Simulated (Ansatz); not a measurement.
# C2H2Cl2Sn (SMILES C#[C][SnH]([Cl])[Cl]) at revPBE/def2-SVP (core potential)

What is the vertical ionisation energy of C2H2Cl2Sn at revPBE/def2-SVP (core potential)? 

The calculation is run with Ansatz 0.2.0.

49 further runs of the same task are left out: 7 that didn't finish, 42 set aside as unsound or not needed.

**1. The molecule**

The species is C2H2Cl2Sn (7 atoms), meant as a singlet with charge 0. SMILES: `C#[C][SnH]([Cl])[Cl]`. The shape is that of a PBE0-D4/def2-TZVP optimisation.

Bond lengths: C1–C2 1.205 Å, C2–Sn3 2.058 Å, Sn3–Cl4 2.309 Å, Sn3–Cl5 2.309 Å, C1–H6 1.067 Å, Sn3–H7 1.691 Å. Angles: C1–C2–Sn3 179.2°, C2–Sn3–Cl4 107.9°, C2–Sn3–Cl5 107.9°, Cl4–Sn3–Cl5 106.8°, C2–C1–H6 179.7°, C2–Sn3–H7 115.3°, Cl4–Sn3–H7 109.3°, Cl5–Sn3–H7 109.3°.

**2. The energy at revPBE/def2-SVP (core potential)**

File input.yaml:

```yaml
basis:
  gaussian: {orbitals: def2-SVP}
crystal:
  periodic: [false, false, false]
  atoms:
    - {symbol: C, position_ang: [-1.668000, 1.349700, 0.386500]}
    - {symbol: C, position_ang: [-0.744900, 0.592400, 0.224500]}
    - {symbol: Sn, position_ang: [0.833800, -0.704500, -0.025300]}
    - {symbol: Cl, position_ang: [0.163900, -2.365900, -1.482000]}
    - {symbol: Cl, position_ang: [2.540200, 0.448400, -1.069500]}
    - {symbol: H, position_ang: [-2.485300, 2.020900, 0.525300]}
    - {symbol: H, position_ang: [1.421600, -1.409000, 1.394900]}
hamiltonian: {xc: {name: revPBE}}
accuracy: high
output: {orbitals: {seedname: orbitals}}
```

Started as:

```
$ ansatz run input.yaml --threads 1 --pin off --max-ram 3480MiB --events-out events.jsonl --progress --plain --runs-dir runs
```

The log of the run:

```text
Warning: RAYON_NUM_THREADS=1 ignored (pool sized by the plan → 1); use --threads N
Functional definition: revPBE
  name "revPBE"
  parameter kappa = 1.245
  parameter beta = 0.06672455060314922
  exchange = pbe_x(kappa = kappa, mu = beta*pi^2/3)
  correlation = pbe_c(beta = beta)
2157 factors; integrals over basis functions are off by at most 3.3e-8 eV
mean field evaluation 1: about -32963.5769 eV, gradient 4.6e1 eV
mean field evaluation 2: about -32937.4554 eV, gradient 1.0e2 eV
mean field evaluation 4: about -32968.3592 eV, gradient 2.4e1 eV
mean field evaluation 8: about -32969.7994 eV, gradient 2.9e-1 eV
mean field evaluation 16: about -32969.7997 eV, gradient 3.8e-5 eV
mean field -32969.79968819 eV, -1211.6177908081 hartree, gradient 7.8e-8 eV, S^2 0.000000; 0 other end points of the search recorded, 0 dependent functions left out
reference -32969.79969279 eV, -1211.6177909772 hartree; 35, 35 occupied and 65, 65 virtual orbitals, 2157 factors
Total energy: -32969.79969279 eV, -1211.6177909772 hartree
```

It took 9.6 s on 1 thread of Arm Neoverse V1, shared host; peak memory 0.26 GiB.

**3. The doublet cation at the same level**

File in.yaml:

```yaml
basis:
  gaussian: {orbitals: def2-SVP}
crystal:
  periodic: [false, false, false]
  atoms:
    - {symbol: C, position_ang: [-1.668000, 1.349700, 0.386500]}
    - {symbol: C, position_ang: [-0.744900, 0.592400, 0.224500]}
    - {symbol: Sn, position_ang: [0.833800, -0.704500, -0.025300]}
    - {symbol: Cl, position_ang: [0.163900, -2.365900, -1.482000]}
    - {symbol: Cl, position_ang: [2.540200, 0.448400, -1.069500]}
    - {symbol: H, position_ang: [-2.485300, 2.020900, 0.525300]}
    - {symbol: H, position_ang: [1.421600, -1.409000, 1.394900]}
total_charge: 1
magnetization: {spin_polarized: true, initial_magnetization: 1}
hamiltonian: {xc: {name: revPBE}}
accuracy: high
output: {orbitals: {seedname: orbitals}}
```

Started as:

```
$ ansatz run in.yaml --threads 1 --pin off --max-ram 3480MiB --events-out events.jsonl --progress --plain --runs-dir runs
```

The log of the run:

```text
Warning: RAYON_NUM_THREADS=1 ignored (pool sized by the plan → 1); use --threads N
Functional definition: revPBE
  name "revPBE"
  parameter kappa = 1.245
  parameter beta = 0.06672455060314922
  exchange = pbe_x(kappa = kappa, mu = beta*pi^2/3)
  correlation = pbe_c(beta = beta)
2156 factors; integrals over basis functions are off by at most 3.3e-8 eV
mean field evaluation 1: about -32949.7767 eV, gradient 3.9e1 eV
mean field evaluation 2: about -32832.8933 eV, gradient 1.0e2 eV
mean field evaluation 4: about -32955.3916 eV, gradient 2.4e1 eV
mean field evaluation 8: about -32957.7536 eV, gradient 1.2e1 eV
mean field evaluation 16: about -32959.6689 eV, gradient 9.1e-3 eV
mean field evaluation 32: about -32959.6187 eV, gradient 2.4e0 eV
mean field evaluation 64: about -32959.3682 eV, gradient 3.8e0 eV
mean field evaluation 96: about -32959.0320 eV, gradient 5.1e0 eV
mean field evaluation 128: about -32959.6620 eV, gradient 5.4e-1 eV
mean field -32959.66896217 eV, -1211.2454934939 hartree, gradient 2.7e-8 eV, S^2 0.751471; 20 other end points of the search recorded, 0 dependent functions left out
reference -32959.66896674 eV, -1211.2454936615 hartree; 35, 34 occupied and 65, 66 virtual orbitals, 2156 factors
Total energy: -32959.66896674 eV, -1211.2454936615 hartree
```

Run time: 77 s. Hardware: 1 thread of Arm Neoverse V1, shared host; peak memory 0.36 GiB.

**4. Summary of results**

Level: revPBE/def2-SVP (core potential).

| quantity | value |
| --- | --- |
| singlet C2H2Cl2Sn: total energy | -1211.61779 Eh |
| singlet C2H2Cl2Sn: HOMO energy | -7.39 eV |
| singlet C2H2Cl2Sn: LUMO energy | -2.13 eV |
| singlet C2H2Cl2Sn: HOMO–LUMO gap | 5.26 eV |
| doublet cation: total energy | -1211.24549 Eh |
| doublet cation: HOMO energy (highest over α and β) | -12.86 eV |
| doublet cation: LUMO energy (lowest over α and β) | -12.85 eV |
| doublet cation: ⟨S²⟩ | 0.751 |
| vertical ionisation energy (to the doublet cation) | 10.131 eV |

What this shows: Removing an electron at fixed nuclei costs 10.13 eV (234 kcal/mol). −ε(HOMO) before ionisation, 7.39 eV, is 2.74 eV below this ionisation energy.
